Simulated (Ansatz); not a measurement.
# CH₃BFNS: up Jacob's ladder to CCSD(T)

Aim: compute CH₃BFNS with functionals from several rungs and with coupled cluster. The yardstick is the atomisation energy at the CCSD(T) limit.

Computed with Ansatz 0.2.0, Gaussian basis. Level: functionals in def2-TZVPP, the program's frozen cores in correlated methods.

Plan: LDA (SPW92), PBE-D4, revPBE-D4, BLYP-D4, r2SCAN-D4, B97M-V, PBE0-D4, B3LYP-D4, r2SCANh-D4, r2SCAN0-D4, HSE06-D4, BHLYP-D4, CAM-B3LYP-D4, LC-ωPBE, ωB97X-V, ωB97M-V, B2PLYP, PBE-QIDH; CCSD(T)/def2-SVP; CCSD(T)/def2-TZVPP; MP2/def2-QZVPP; extrapolation to the limit; RPA on PBE.

## (1) Structure used throughout

An earlier PBE0-D4 in a triple-zeta def2 set relaxation fixed the geometry.

SMILES `B/N=C(/F)S`, 8 atoms, charge 0, spin multiplicity 1.

Atoms are counted from 1 here; the program's logs count them from 0.

Bond lengths: B1–N2 1.367 Å, B1–H6 1.197 Å, B1–H7 1.197 Å, N2–C3 1.224 Å, C3–F4 1.342 Å, C3–S5 1.753 Å, S5–H8 1.342 Å. Angles: N2–B1–H6 119.0°, N2–B1–H7 119.0°, H6–B1–H7 122.1°, B1–N2–C3 176.2°, N2–C3–F4 121.8°, N2–C3–S5 125.2°, F4–C3–S5 112.9°, C3–S5–H8 95.4°.

## (2) LDA

This LDA is Slater exchange with PW92 correlation.

in.yaml reads:

```yaml
crystal:
  periodic: [false, false, false]
  atoms:
    - {symbol: B, position_ang: [-0.068892, 1.790809, 0.172827]}
    - {symbol: N, position_ang: [-0.014641, 0.455504, -0.115695]}
    - {symbol: C, position_ang: [0.037744, -0.753808, -0.294086]}
    - {symbol: F, position_ang: [0.021161, -1.289371, -1.524208]}
    - {symbol: S, position_ang: [0.140314, -1.959781, 0.974353]}
    - {symbol: H, position_ang: [-1.137215, 2.306998, 0.328692]}
    - {symbol: H, position_ang: [0.953232, 2.407371, 0.256820]}
    - {symbol: H, position_ang: [0.160495, -3.014822, 0.145296]}
basis:
  gaussian: {orbitals: def2-TZVPP}
hamiltonian: {xc: lda}
output: {orbitals: {seedname: orbitals}}
```

Further steps of the session: PBE-D4 (GGA); revPBE-D4 (GGA); BLYP-D4 (GGA); r2SCAN-D4 (meta-GGA); B97M-V (meta-GGA); PBE0-D4 (hybrid); B3LYP-D4 (hybrid); r2SCANh-D4 (hybrid); r2SCAN0-D4 (hybrid); HSE06-D4 (hybrid); BHLYP-D4 (hybrid); CAM-B3LYP-D4 (range-separated); LC-ωPBE (range-separated); ωB97X-V (range-separated); ωB97M-V (range-separated); B2PLYP (double hybrid); PBE-QIDH (double hybrid); CCSD(T) in def2-SVP; CCSD(T) in def2-TZVPP; MP2 in def2-QZVPP; RPA on PBE orbitals.

Q: Predict the results of all the runs planned. Wanted: atomisation energy, CCSD(T)/CBS; farthest beyond LDA; mean size of error, GGA; mean size of error, meta-GGA; mean size of error, hybrid; mean size of error, range-separated; mean size of error, double hybrid; gap, smallest and largest; T1 diagnostic.

As calculated:

| quantity | value |
| --- | --- |
| atomisation energy, CCSD(T)/CBS | 711.3 kcal/mol |
| functionals within 3.6 kcal/mol (0.5 %) | B2PLYP, PBE-QIDH |
| farthest beyond LDA | PBE-D4 (+39.7 kcal/mol) |
| mean size of error, GGA | 24.9 kcal/mol |
| mean size of error, meta-GGA | 12.8 kcal/mol |
| mean size of error, hybrid | 12.5 kcal/mol |
| mean size of error, range-separated | 10.0 kcal/mol |
| mean size of error, double hybrid | 0.3 kcal/mol |
| gap, smallest and largest | 4.70 eV (LDA (SPW92)), 11.92 eV (LC-ωPBE) |
| T1 diagnostic | 0.0145 |
| triples share of the correlation energy | 4.2 % |

In words: LDA overbinds by 141.6 kcal/mol (20 %). PBE-D4 is off by +39.7 kcal/mol. Double hybrids carry the basis error of their MP2 part in triple zeta, and no dispersion term here, so their miss is partly the set-up's. By mean error the best rung here is double hybrid (0.3 kcal/mol) and the worst beyond LDA is GGA (24.9 kcal/mol). Misses under about 3.6 kcal/mol are within the doubt on the reference itself, which lacks core-valence correlation, relativity and higher excitations. Hartree-Fock recovers 69 % of the binding; the rest is correlation. CCSD(T) in def2-SVP is off by -40.2 kcal/mol, which most functionals beat. The gap grows from 4.7 to 11.9 eV across the functionals, mostly with the share of exact exchange.
